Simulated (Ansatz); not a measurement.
Turn this script for the Ansatz DFT code, driven from Python into the input file that the command-line program reads.

`c2h7nosn_energy.py`
```python
# -*- coding: utf-8 -*-
"""Single point of C2H7NOSn in a Gaussian basis."""

from pathlib import Path

import ansatz
import numpy as np


def main():
    molecule = (
        ansatz.Crystal.molecule()
        .atom("C", (-1.3499, 1.2392, 0.0956))
        .atom("Sn", (0.6573, 0.8443, 0.4844))
        .atom("C", (1.129, -1.0175, -0.3953))
        .atom("N", (0.2569, -2.0392, -0.4808))
        .atom("O", (2.3402, -1.2333, -0.7955))
        .atom("H", (-1.5646, 1.3171, -1.0142))
        .atom("H", (-1.6301, 2.2758, 0.5176))
        .atom("H", (-1.9992, 0.5194, 0.536))
        .atom("H", (0.9185, 0.7912, 2.2578))
        .atom("H", (1.6702, 2.1015, -0.1841))
        .atom("H", (-0.7993, -1.8852, -0.1135))
        .atom("H", (0.448, -2.9685, -0.874))
    )

    calculation = (
        molecule.calculation()
        .basis(gaussian="def2-SVP")
        .functional("PBE0")
        .forces()
        .orbitals()
    )
    result = calculation.run(threads=1, pin="off", runs_dir="c2h7nosn_runs")
    report = result.report

    print(f"E = {report['free_energy_ev']:.6f} eV = {report['free_energy_ev'] / 27.211386246:.7f} Ha")
    print("converged:", report["converged"], " doubts:", report["published_state_doubts"] or "none")

    symbols = [site.symbol for site in molecule.cartesian_sites]
    forces = np.array(report["forces_ev_ang"])
    print("largest force", round(float(np.linalg.norm(forces, axis=1).max()), 4), "eV/A, rms", round(float(np.sqrt((forces ** 2).mean())), 4))

    charges = report["charge_distribution"]
    print("dipole moment", round(4.803205 * float(np.linalg.norm(charges["dipole_moment_e_ang"])), 3), "D")
    print("Mulliken:", [(s, round(q, 3)) for s, q in zip(symbols, charges["mulliken_charges_e"])])

    lines = Path(report["orbitals_path"]).read_text().splitlines()
    field_of = lambda key: [line.split("=")[1].strip() for line in lines if line.startswith(key)]
    orbitals = [(27.211386 * float(e), s, float(n)) for e, s, n in zip(field_of("Ene="), field_of("Spin="), field_of("Occup="))]
    homo = max(e for e, _, n in orbitals if n > 0.5)
    lumo = min(e for e, _, n in orbitals if n < 0.5)
    print(f"HOMO {homo:.3f} eV, LUMO {lumo:.3f} eV, gap {lumo - homo:.3f} eV")


if __name__ == "__main__":
    main()
```

```console
$ python c2h7nosn_energy.py
E = -11544.716555 eV = -424.2605081 Ha
converged: True  doubts: none
largest force 6.4863 eV/A, rms 1.8417
dipole moment 4.509 D
Mulliken: [('C', -0.37), ('Sn', 0.45), ('C', 0.053), ('N', -0.179), ('O', -0.359), ('H', 0.089), ('H', 0.089), ('H', 0.067), ('H', -0.092), ('H', -0.073), ('H', 0.172), ('H', 0.153)]
HOMO -6.486 eV, LUMO -0.185 eV, gap 6.301 eV
```

`input.yaml`:
```yaml
crystal:
  periodic: [false, false, false]
  atoms:
    - { symbol: C, position_ang: [-1.3499, 1.2392, 0.0956] }
    - { symbol: Sn, position_ang: [0.6573, 0.8443, 0.4844] }
    - { symbol: C, position_ang: [1.129, -1.0175, -0.3953] }
    - { symbol: "N", position_ang: [0.2569, -2.0392, -0.4808] }
    - { symbol: O, position_ang: [2.3402, -1.2333, -0.7955] }
    - { symbol: H, position_ang: [-1.5646, 1.3171, -1.0142] }
    - { symbol: H, position_ang: [-1.6301, 2.2758, 0.5176] }
    - { symbol: H, position_ang: [-1.9992, 0.5194, 0.536] }
    - { symbol: H, position_ang: [0.9185, 0.7912, 2.2578] }
    - { symbol: H, position_ang: [1.6702, 2.1015, -0.1841] }
    - { symbol: H, position_ang: [-0.7993, -1.8852, -0.1135] }
    - { symbol: H, position_ang: [0.448, -2.9685, -0.874] }
basis:
  gaussian:
    orbitals: def2-SVP
hamiltonian:
  xc: pbe0
output:
  orbitals: {}
  forces: true
```

Caveats:
- Total energies depend on the basis set; only differences at equal settings carry meaning.
- The geometry is a force-field or estimated start, not a minimum of this method, and the basis set is short of its limit.
- def2 sets replace the cores of elements past krypton by effective core potentials.
- Levels such as HOMO and LUMO are orbital energies: with these approximate functionals they aren't the ionisation energy and electron affinity, and their gap isn't the fundamental gap.
- Hardware and time: 8.5 s on 1 thread of Arm Neoverse V1 (shared host), peak memory 0.33 GiB.

(Lines on the test bed's own set-up are left out of the output.)
